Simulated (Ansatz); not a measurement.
**C2H7NSn: a spread of methods and bases**

Aim: run C2H7NSn under a spread of inputs, and see what each costs and gives.

Method: the settings change from run to run; program: Ansatz 0.2.0, Gaussian basis.

1 further run of the same task is left out (for a known fault of the program).

**1. The molecule**

The geometry comes from an earlier relaxation with PBE0-D4 in a triple-zeta def2 set; it is a stationary point, not always the lowest conformer. Sn takes a core potential in def2 sets; no spin-orbit term is included.

SMILES `C[CH2][Sn][NH2]`, 11 atoms, charge 0, spin multiplicity 1.

Atoms are counted from 1 here; the program's logs count them from 0.

Bond lengths: C1–C2 1.526 Å, C1–H5 1.094 Å, C1–H6 1.095 Å, C1–H7 1.095 Å, C2–Sn3 2.205 Å, C2–H8 1.095 Å, C2–H9 1.094 Å, Sn3–N4 2.015 Å, N4–H10 1.009 Å, N4–H11 1.008 Å. Angles: C2–C1–H5 111.7°, C2–C1–H6 112.2°, C2–C1–H7 111.9°, H5–C1–H6 107.2°, H5–C1–H7 106.9°, H6–C1–H7 106.7°, C1–C2–Sn3 111.6°, C1–C2–H8 110.7°, C1–C2–H9 110.5°, Sn3–C2–H8 107.9°, Sn3–C2–H9 109.0°, H8–C2–H9 107.0°, C2–Sn3–N4 92.6°, Sn3–N4–H10 124.9°, Sn3–N4–H11 123.9°, H10–N4–H11 111.3°.

Geometry (Å):

```xyz
11
C2H7NSn
C    -0.9494    1.0348    0.3911
C    -0.2696   -0.1824    1.0111
Sn    1.8508   -0.3147    0.4212
N     1.3911   -1.0158   -1.4113
H    -0.9185    1.0022   -0.7019
H    -2.0023    1.1135    0.6824
H    -0.4683    1.9704    0.6953
H    -0.7651   -1.1066    0.6948
H    -0.3331   -0.1428    2.1025
H     0.4554   -1.2069   -1.7383
H     2.0746   -1.2088   -2.1263
```

**2. r2SCAN0/def2-mTZVP**

This run has charge -1, multiplicity 2, restricted open-shell orbitals, D3(BJ) with three-body dispersion.

File in.yaml:

```yaml
crystal:
  periodic: [false, false, false]
  atoms:
    - {symbol: C, position_ang: [-0.949416, 1.034816, 0.391073]}
    - {symbol: C, position_ang: [-0.269621, -0.182384, 1.011083]}
    - {symbol: Sn, position_ang: [1.850796, -0.314654, 0.421223]}
    - {symbol: N, position_ang: [1.391089, -1.015798, -1.411329]}
    - {symbol: H, position_ang: [-0.918471, 1.002152, -0.701950]}
    - {symbol: H, position_ang: [-2.002316, 1.113520, 0.682408]}
    - {symbol: H, position_ang: [-0.468316, 1.970425, 0.695309]}
    - {symbol: H, position_ang: [-0.765144, -1.106583, 0.694831]}
    - {symbol: H, position_ang: [-0.333075, -0.142762, 2.102466]}
    - {symbol: H, position_ang: [0.455415, -1.206906, -1.738265]}
    - {symbol: H, position_ang: [2.074558, -1.208826, -2.126251]}
basis:
  gaussian: {orbitals: def2-mTZVP}
total_charge: -1
magnetization: {spin_polarized: false, initial_magnetization: 1}
hamiltonian: {xc: {name: r2SCAN0}, dispersion: d3bjatm}
output: {forces: true}
```

Started as:

```bash
$ ansatz run in.yaml --threads 4 --pin off --events-out ev --progress --plain --max-ram 10444MiB
```

What it wrote, cut to the lines that bear on the results:

```text
Functional definition: r2SCAN0
  name "r2SCAN0"
  cite "Bursch, Neugebauer, Ehlert & Grimme, J. Chem. Phys. 156, 134105 (2022) doi:10.1063/5.0086040"
  cite "Furness, Kaplan, Ning, Perdew & Sun, J. Phys. Chem. Lett. 11, 8208 (2020) doi:10.1021/acs.jpclett.0c02405"
  cite "Furness, Kaplan, Ning, Perdew & Sun, J. Phys. Chem. Lett. 11, 9248 (2020) doi:10.1021/acs.jpclett.0c03077"
  parent r2scan
[...]
1191 factors; integrals over basis functions are off by at most 1.1e-3 eV
[...]
mean field -9509.58375644 eV, -349.4707572218 hartree, gradient 3.2e-5 eV, S^2 0.750000; 0 other end points of the search recorded, 0 dependent functions left out
[...]
reference -9509.58377187 eV, -349.4707577889 hartree; 25, 24 occupied and 89, 90 virtual orbitals, 1191 factors
Total energy: -9509.66192355 eV, -349.4736298102 hartree
Atom 0 at    -0.949416     1.034816     0.391073 Å, force    -0.180891    -0.088985     0.139281 eV/Å
Atom 1 at    -0.269621    -0.182384     1.011083 Å, force    -0.231349     0.210250    -0.111895 eV/Å
Atom 2 at     1.850796    -0.314654     0.421223 Å, force     1.072839     0.445110     1.453649 eV/Å
Atom 3 at     1.391089    -1.015798    -1.411329 Å, force    -0.464124    -0.544106    -1.456317 eV/Å
Atom 4 at    -0.918471     1.002152    -0.701950 Å, force     0.074801    -0.009543     0.108889 eV/Å
Atom 5 at    -2.002316     1.113520     0.682408 Å, force    -0.196678     0.075478    -0.042681 eV/Å
Atom 6 at    -0.468316     1.970425     0.695309 Å, force     0.040788    -0.181176    -0.057344 eV/Å
Atom 7 at    -0.765144    -1.106583     0.694831 Å, force    -0.051510     0.071411     0.024594 eV/Å
Atom 8 at    -0.333075    -0.142762     2.102466 Å, force    -0.030659     0.010335    -0.066693 eV/Å
Atom 9 at     0.455415    -1.206906    -1.738265 Å, force     0.081997    -0.015137    -0.031048 eV/Å
Atom 10 at     2.074558    -1.208826    -2.126251 Å, force    -0.115213     0.026363     0.039564 eV/Å
Dipole moment:    -0.427827     0.013902    -0.215449 e Å
```

It took 5.5 s on 4 threads of Arm Neoverse V2, shared host.

Largest force 1.861 eV/Å.

**3. PBE0-DH/ANO-RCC-VTZP**

Options: the search for lower states set to full.

Changes to in.yaml since step 2:

```diff
@@ -15,6 +15,5 @@
 basis:
-  gaussian: {orbitals: def2-mTZVP}
-total_charge: -1
-magnetization: {spin_polarized: false, initial_magnetization: 1}
-hamiltonian: {xc: {name: r2SCAN0}, dispersion: d3bjatm}
+  gaussian: {orbitals: ANO-RCC-VTZP}
+hamiltonian: {xc: {name: PBE0-DH}}
+scf: {lower_state_search: full}
 output: {forces: true}
```

Launched as before.

What it wrote, cut to the lines that bear on the results:

```text
Functional definition: PBE0-DH
  name "PBE0-DH"
  cite "Brémond & Adamo, J. Chem. Phys. 135, 024106 (2011) doi:10.1063/1.3604569"
  cite "Perdew, Burke & Ernzerhof, Phys. Rev. Lett. 77, 3865 (1996) doi:10.1103/PhysRevLett.77.3865"
[...]
1623 factors; integrals over basis functions are off by at most 1.1e-3 eV
[...]
mean field -171730.09206360 eV, -6310.9644805000 hartree, gradient 4.2e-6 eV, S^2 0.000000; 0 other end points of the search recorded, 0 dependent functions left out
21 core orbitals not correlated: weight in the atoms' cores, before any rotation towards them, 1.000 or more for the frozen orbitals, at most 0.000 for the correlated occupied ones
reference -171730.09210358 eV, -6310.9644819695 hartree; 17, 17 occupied and 218, 218 virtual orbitals, 1623 factors
second order -36.06803536 eV of doubles, -0.00000000 eV of singles
[...]
Atom 1 at    -0.269621    -0.182384     1.011083 Å, force     0.034821    -0.058612     0.038394 eV/Å
Atom 2 at     1.850796    -0.314654     0.421223 Å, force    -0.205963    -0.056610    -0.145120 eV/Å
Atom 3 at     1.391089    -1.015798    -1.411329 Å, force    -0.002176    -0.005771    -0.015481 eV/Å
Atom 4 at    -0.918471     1.002152    -0.701950 Å, force     0.000642    -0.002804     0.157122 eV/Å
Atom 5 at    -2.002316     1.113520     0.682408 Å, force     0.156987    -0.019169    -0.038934 eV/Å
Atom 6 at    -0.468316     1.970425     0.695309 Å, force    -0.062058    -0.138326    -0.037101 eV/Å
Atom 7 at    -0.765144    -1.106583     0.694831 Å, force     0.067790     0.125623     0.035504 eV/Å
Atom 8 at    -0.333075    -0.142762     2.102466 Å, force     0.006759     0.000361    -0.150051 eV/Å
Atom 9 at     0.455415    -1.206906    -1.738265 Å, force     0.184270     0.037066     0.062674 eV/Å
Atom 10 at     2.074558    -1.208826    -2.126251 Å, force    -0.131687     0.035193     0.133310 eV/Å
Dipole moment:    -0.079853    -0.045882    -0.075646 e Å
```

It took 42 s on 4 threads of Arm Neoverse V2, shared host; peak memory 1.2 GiB.

Largest force 0.258 eV/Å, dipole 0.57 D.

**4. CCSD/def2-TZVP**

Changes to in.yaml since step 3:

```diff
@@ -15,5 +15,4 @@
 basis:
-  gaussian: {orbitals: ANO-RCC-VTZP}
-hamiltonian: {xc: {name: PBE0-DH}}
-scf: {lower_state_search: full}
-output: {forces: true}
+  gaussian: {orbitals: def2-TZVP}
+hamiltonian: {xc: {name: HF}}
+correlation: {method: ccsd}
```

The command is unchanged.

What it wrote, cut to the lines that bear on the results:

```text
Functional definition: HF
  name "HF"
  cite "Fock, Z. Phys. 61, 126 (1930) doi:10.1007/BF01340294"
  parent pbe
[...]
1418 factors; integrals over basis functions are off by at most 1.3e-3 eV
[...]
mean field -9460.38556410 eV, -347.6627570011 hartree, gradient 1.2e-6 eV, S^2 0.000000; 0 other end points of the search recorded, 0 dependent functions left out
7 core orbitals not correlated: weight in the atoms' cores, before any rotation towards them, 1.000 or more for the frozen orbitals, at most 0.000 for the correlated occupied ones
reference -9460.38556410 eV, -347.6627570011 hartree; 17, 17 occupied and 161, 161 virtual orbitals, 1418 factors
second order -23.67446949 eV of doubles, -0.00000000 eV of singles
cycle   1  -23.68427112 eV  change   -9.8e-3 eV  update   1.2e-1
[...]
cycle  10  -24.39184397 eV  change    2.8e-5 eV  update   2.6e-5
Total energy: -9484.77740808 eV, -348.5591407337 hartree
```

It took 24 s on 4 threads of Arm Neoverse V2, shared host; peak memory 2.3 GiB.

T1 0.015.

**5. BLYP/def2-mTZVP**

Options: D3(BJ) dispersion.

Changes to in.yaml since step 4:

```diff
@@ -15,4 +15,4 @@
 basis:
-  gaussian: {orbitals: def2-TZVP}
-hamiltonian: {xc: {name: HF}}
-correlation: {method: ccsd}
+  gaussian: {orbitals: def2-mTZVP}
+hamiltonian: {xc: {name: BLYP}, dispersion: d3bj}
+output: {forces: true}
```

Same command.

What it wrote, cut to the lines that bear on the results:

```text
Functional definition: BLYP
  name "BLYP"
  cite "Becke, Phys. Rev. A 38, 3098 (1988) doi:10.1103/PhysRevA.38.3098"
  cite "Lee, Yang & Parr, Phys. Rev. B 37, 785 (1988) doi:10.1103/PhysRevB.37.785"
[...]
1191 factors; their error is unknown
[...]
mean field -9507.70810350 eV, -349.4018282475 hartree, gradient 3.2e-5 eV, S^2 0.000000; 0 other end points of the search recorded, 0 dependent functions left out
[...]
reference -9507.70847838 eV, -349.4018420242 hartree; 24, 24 occupied and 90, 90 virtual orbitals, 1191 factors
Total energy: -9508.23327383 eV, -349.4211279013 hartree
Atom 0 at    -0.949416     1.034816     0.391073 Å, force    -0.122966     0.151321    -0.069034 eV/Å
Atom 1 at    -0.269621    -0.182384     1.011083 Å, force    -0.238096    -0.159754     0.164612 eV/Å
Atom 2 at     1.850796    -0.314654     0.421223 Å, force     0.894856     0.301827     0.759034 eV/Å
Atom 3 at     1.391089    -1.015798    -1.411329 Å, force    -0.085578    -0.121841    -0.294132 eV/Å
Atom 4 at    -0.918471     1.002152    -0.701950 Å, force    -0.008467     0.009228    -0.188241 eV/Å
Atom 5 at    -2.002316     1.113520     0.682408 Å, force    -0.204384     0.033030     0.042727 eV/Å
Atom 6 at    -0.468316     1.970425     0.695309 Å, force     0.077333     0.176031     0.045601 eV/Å
Atom 7 at    -0.765144    -1.106583     0.694831 Å, force    -0.121412    -0.155631    -0.028356 eV/Å
Atom 8 at    -0.333075    -0.142762     2.102466 Å, force    -0.037526    -0.004795     0.187083 eV/Å
Atom 9 at     0.455415    -1.206906    -1.738265 Å, force    -0.481913    -0.115047    -0.215184 eV/Å
Atom 10 at     2.074558    -1.208826    -2.126251 Å, force     0.328152    -0.114370    -0.404111 eV/Å
Dipole moment:    -0.057098    -0.070401    -0.137861 e Å
```

Wall time 1.2 s (4 threads of Arm Neoverse V2, shared host).

Largest force 1.212 eV/Å, dipole 0.79 D.

**6. PBE-QIDH/def2-TZVP**

Set apart from the defaults: charge +1, multiplicity 2, a point charge of 2.00 e beside it.

Changes to in.yaml since step 5:

```diff
@@ -15,4 +15,6 @@
 basis:
-  gaussian: {orbitals: def2-mTZVP}
-hamiltonian: {xc: {name: BLYP}, dispersion: d3bj}
+  gaussian: {orbitals: def2-TZVP, point_charges: [{charge: 2.00, position_ang: [5.412, 0.663, -0.781]}]}
+total_charge: 1
+magnetization: {spin_polarized: true, initial_magnetization: 1}
+hamiltonian: {xc: {name: PBE-QIDH}}
 output: {forces: true}
```

The command is unchanged.

What it wrote, cut to the lines that bear on the results:

```text
Functional definition: PBE-QIDH
  name "PBE-QIDH"
  cite "Brémond, Sancho-García, Pérez-Jiménez & Adamo, J. Chem. Phys. 141, 031101 (2014) doi:10.1063/1.4890314"
  cite "Perdew, Burke & Ernzerhof, Phys. Rev. Lett. 77, 3865 (1996) doi:10.1103/PhysRevLett.77.3865"
[...]
1418 factors; integrals over basis functions are off by at most 1.3e-3 eV
[...]
mean field -9479.06735980 eV, -348.3493003300 hartree, gradient 8.6e-6 eV, S^2 0.769213; 8 other end points of the search recorded, 0 dependent functions left out
7 core orbitals not correlated: weight in the atoms' cores, before any rotation towards them, 1.000 or more for the frozen orbitals, at most 0.000 for the correlated occupied ones
reference -9479.06737445 eV, -348.3493008683 hartree; 17, 16 occupied and 161, 162 virtual orbitals, 1418 factors
second order -24.47228611 eV of doubles, -0.00000000 eV of singles
[...]
Atom 1 at    -0.269621    -0.182384     1.011083 Å, force    -0.734773    -0.176472     0.782644 eV/Å
Atom 2 at     1.850796    -0.314654     0.421223 Å, force     0.711888     1.950727     2.222529 eV/Å
Atom 3 at     1.391089    -1.015798    -1.411329 Å, force    -0.432149    -0.937310    -2.147627 eV/Å
Atom 4 at    -0.918471     1.002152    -0.701950 Å, force    -0.228319     0.052710     0.056004 eV/Å
Atom 5 at    -2.002316     1.113520     0.682408 Å, force     0.128543    -0.394500     0.144890 eV/Å
Atom 6 at    -0.468316     1.970425     0.695309 Å, force    -0.212009    -0.131958     0.034086 eV/Å
Atom 7 at    -0.765144    -1.106583     0.694831 Å, force     0.425593    -0.120918     0.011918 eV/Å
Atom 8 at    -0.333075    -0.142762     2.102466 Å, force     0.378236    -0.118169    -0.136785 eV/Å
Atom 9 at     0.455415    -1.206906    -1.738265 Å, force    -0.635100     0.028413    -0.473522 eV/Å
Atom 10 at     2.074558    -1.208826    -2.126251 Å, force    -0.012262    -0.499671    -0.496062 eV/Å
Dipole moment:    -1.710107    -0.610389    -0.485372 e Å
```

Wall time 38 s (4 threads of Arm Neoverse V2, shared host); peak memory 0.99 GiB.

Largest force 3.042 eV/Å, ⟨S²⟩ 0.769.

**7. RPBE/ANO-RCC-VTZP**

Set apart from the defaults: high accuracy.

Changes to in.yaml since step 6:

```diff
@@ -15,6 +15,5 @@
 basis:
-  gaussian: {orbitals: def2-TZVP, point_charges: [{charge: 2.00, position_ang: [5.412, 0.663, -0.781]}]}
-total_charge: 1
-magnetization: {spin_polarized: true, initial_magnetization: 1}
-hamiltonian: {xc: {name: PBE-QIDH}}
+  gaussian: {orbitals: ANO-RCC-VTZP}
+hamiltonian: {xc: {name: RPBE}}
+accuracy: high
 output: {forces: true}
```

Launched as before.

What it wrote, cut to the lines that bear on the results:

```text
Functional definition: RPBE
  name "RPBE"
  cite "Hammer, Hansen & Nørskov, Phys. Rev. B 59, 7413 (1999) doi:10.1103/PhysRevB.59.7413"
  cite "Perdew, Burke & Ernzerhof, Phys. Rev. Lett. 77, 3865 (1996) doi:10.1103/PhysRevLett.77.3865"
[...]
4859 factors; integrals over basis functions are off by at most 5.1e-9 eV
[...]
mean field -171751.77516440 eV, -6311.7613197571 hartree, gradient 7.7e-8 eV, S^2 0.000000; 0 other end points of the search recorded, 0 dependent functions left out
[...]
reference -171751.77517231 eV, -6311.7613200477 hartree; 38, 38 occupied and 218, 218 virtual orbitals, 4859 factors
Total energy: -171751.77517231 eV, -6311.7613200477 hartree
Relativity: scalar
Atom 0 at    -0.949416     1.034816     0.391073 Å, force    -0.105068     0.160686    -0.070982 eV/Å
Atom 1 at    -0.269621    -0.182384     1.011083 Å, force    -0.109455    -0.138414     0.155331 eV/Å
Atom 2 at     1.850796    -0.314654     0.421223 Å, force     0.628159     0.186922     0.514186 eV/Å
Atom 3 at     1.391089    -1.015798    -1.411329 Å, force    -0.020315    -0.098854    -0.217455 eV/Å
Atom 4 at    -0.918471     1.002152    -0.701950 Å, force    -0.018273     0.018957    -0.234505 eV/Å
Atom 5 at    -2.002316     1.113520     0.682408 Å, force    -0.253175     0.037345     0.058227 eV/Å
Atom 6 at    -0.468316     1.970425     0.695309 Å, force     0.090966     0.220486     0.060923 eV/Å
Atom 7 at    -0.765144    -1.106583     0.694831 Å, force    -0.106195    -0.210177    -0.051976 eV/Å
Atom 8 at    -0.333075    -0.142762     2.102466 Å, force    -0.009780    -0.005277     0.241206 eV/Å
Atom 9 at     0.455415    -1.206906    -1.738265 Å, force    -0.333854    -0.089193    -0.164510 eV/Å
Atom 10 at     2.074558    -1.208826    -2.126251 Å, force     0.236990    -0.082482    -0.290444 eV/Å
Dipole moment:    -0.080884    -0.058597    -0.105466 e Å
```

It took 3.1 min on 4 threads of Arm Neoverse V2, shared host; peak memory 2.3 GiB.

Largest force 0.833 eV/Å, dipole 0.70 D.

**8. PBE/ANO-RCC-VTZP**

Options: finite nuclei, D4 dispersion, high accuracy.

Changes to in.yaml since step 7:

```diff
@@ -15,5 +15,4 @@
 basis:
-  gaussian: {orbitals: ANO-RCC-VTZP}
-hamiltonian: {xc: {name: RPBE}}
+  gaussian: {orbitals: ANO-RCC-VTZP, nuclear_model: gaussian}
+hamiltonian: {xc: {name: PBE}, dispersion: d4}
 accuracy: high
-output: {forces: true}
```

Same command.

What it wrote:

```text
Functional definition: PBE
  name "PBE"
  cite "Perdew, Burke & Ernzerhof, Phys. Rev. Lett. 77, 3865 (1996) doi:10.1103/PhysRevLett.77.3865"
  parent pbe
  parameter kappa = 0.804
  parameter beta = 0.06672455060314922
  exchange = pbe_x(kappa = kappa, mu = beta*pi^2/3)
  correlation = pbe_c(beta = beta)
4872 factors; integrals over basis functions are off by at most 4.8e-9 eV
mean field evaluation 1: about -171707.0445 eV, gradient 1.1e2 eV
mean field evaluation 2: about -171574.0263 eV, gradient 2.2e2 eV
mean field evaluation 4: about -171730.4322 eV, gradient 3.1e1 eV
mean field evaluation 8: about -171732.4898 eV, gradient 3.2e-1 eV
mean field evaluation 16: about -171732.4879 eV, gradient 1.9e-4 eV
mean field -171732.48789716 eV, -6311.0525257594 hartree, gradient 3.2e-8 eV, S^2 0.000000; 0 other end points of the search recorded, 0 dependent functions left out
reference -171732.48790534 eV, -6311.0525260601 hartree; 38, 38 occupied and 218, 218 virtual orbitals, 4872 factors
Total energy: -171732.72116779 eV, -6311.0610982969 hartree
Relativity: scalar
```

It took 88 s on 4 threads of Arm Neoverse V2, shared host; peak memory 2.2 GiB.

**9. B2PLYP/def2-mTZVPP**

This run has multiplicity 3.

Changes to in.yaml since step 8:

```diff
@@ -15,4 +15,5 @@
 basis:
-  gaussian: {orbitals: ANO-RCC-VTZP, nuclear_model: gaussian}
-hamiltonian: {xc: {name: PBE}, dispersion: d4}
-accuracy: high
+  gaussian: {orbitals: def2-mTZVPP}
+magnetization: {spin_polarized: true, initial_magnetization: 2}
+hamiltonian: {xc: {name: B2PLYP}}
+output: {forces: true}
```

Same command.

What it wrote, cut to the lines that bear on the results:

```text
Functional definition: B2PLYP
  name "B2PLYP"
  cite "Grimme, J. Chem. Phys. 124, 034108 (2006) doi:10.1063/1.2148954"
  cite "Becke, Phys. Rev. A 38, 3098 (1988) doi:10.1103/PhysRevA.38.3098"
  cite "Lee, Yang & Parr, Phys. Rev. B 37, 785 (1988) doi:10.1103/PhysRevB.37.785"
[...]
1337 factors; integrals over basis functions are off by at most 1.4e-3 eV
[...]
mean field -9492.04738011 eV, -348.8263072784 hartree, gradient 5.0e-6 eV, S^2 2.013630; 1 other end points of the search recorded, 0 dependent functions left out
7 core orbitals not correlated: weight in the atoms' cores, before any rotation towards them, 1.000 or more for the frozen orbitals, at most 0.000 for the correlated occupied ones
reference -9492.04754496 eV, -348.8263133365 hartree; 18, 16 occupied and 108, 110 virtual orbitals, 1337 factors
second order -20.79974428 eV of doubles, -0.00000000 eV of singles
[...]
Atom 1 at    -0.269621    -0.182384     1.011083 Å, force    -1.275112     0.510897     0.975250 eV/Å
Atom 2 at     1.850796    -0.314654     0.421223 Å, force    -0.073116    -0.081464     0.376198 eV/Å
Atom 3 at     1.391089    -1.015798    -1.411329 Å, force     0.437982    -0.360997    -1.134059 eV/Å
Atom 4 at    -0.918471     1.002152    -0.701950 Å, force     0.012587    -0.021265     0.119707 eV/Å
Atom 5 at    -2.002316     1.113520     0.682408 Å, force     0.015457    -0.223848     0.090223 eV/Å
Atom 6 at    -0.468316     1.970425     0.695309 Å, force    -0.040509    -0.184202    -0.010913 eV/Å
Atom 7 at    -0.765144    -1.106583     0.694831 Å, force     0.536327    -0.048173    -0.121980 eV/Å
Atom 8 at    -0.333075    -0.142762     2.102466 Å, force     0.175553    -0.010216    -0.147738 eV/Å
Atom 9 at     0.455415    -1.206906    -1.738265 Å, force     0.045999     0.056764     0.185257 eV/Å
Atom 10 at     2.074558    -1.208826    -2.126251 Å, force    -0.090087    -0.008586    -0.040978 eV/Å
Dipole moment:    -0.220511     0.063517     0.023090 e Å
```

Wall time 13 s (4 threads of Arm Neoverse V2, shared host); peak memory 0.84 GiB.

Largest force 1.685 eV/Å, dipole 1.11 D, ⟨S²⟩ 2.014.

**10. The runs in one table**

```
               level  charge  multiplicity               geometry  functions  energy (eV)     time
  r2SCAN0/def2-mTZVP      -1             2                relaxed        114    -9509.662    5.5 s
PBE0-DH/ANO-RCC-VTZP       0             1                relaxed        256  -171734.601     42 s
      CCSD/def2-TZVP       0             1                relaxed        185    -9484.777     24 s
     BLYP/def2-mTZVP       0             1                relaxed        114    -9508.233    1.2 s
  PBE-QIDH/def2-TZVP       1             2  relaxed, point charge        185    -9487.225     38 s
   RPBE/ANO-RCC-VTZP       0             1                relaxed        256  -171751.775  3.1 min
    PBE/ANO-RCC-VTZP       0             1                relaxed        256  -171732.721     88 s
  B2PLYP/def2-mTZVPP       0             3                relaxed        133    -9497.663     13 s
```

**11. Outcome**

| quantity | value |
| --- | --- |
| runs | 8 |
| quickest | BLYP/def2-mTZVP, 1.2 s |
| slowest | RPBE/ANO-RCC-VTZP, 3.1 min |
| spread of total energies, same state and geometry | 162267.0 eV |
| dipole, same state and geometry | 0.57 to 0.79 D |

Run time spans a factor of 156, from BLYP/def2-mTZVP to RPBE/ANO-RCC-VTZP. The jobs differ in tasks and options as well as level. The totals spread over 162267 eV; they can't be compared across methods or bases. Some of these runs are scalar-relativistic and others not, which shifts the totals of all-electron atoms past neon by eV; core potentials, where a basis has them, take the core out of the total altogether. At the PBE0-D4/def2-TZVP geometry and in the same state, runs without warnings or point charges leave forces up to 1.21 eV/Å (BLYP/def2-mTZVP). At that geometry and state the dipole changes by 38 % between the lowest and highest value.
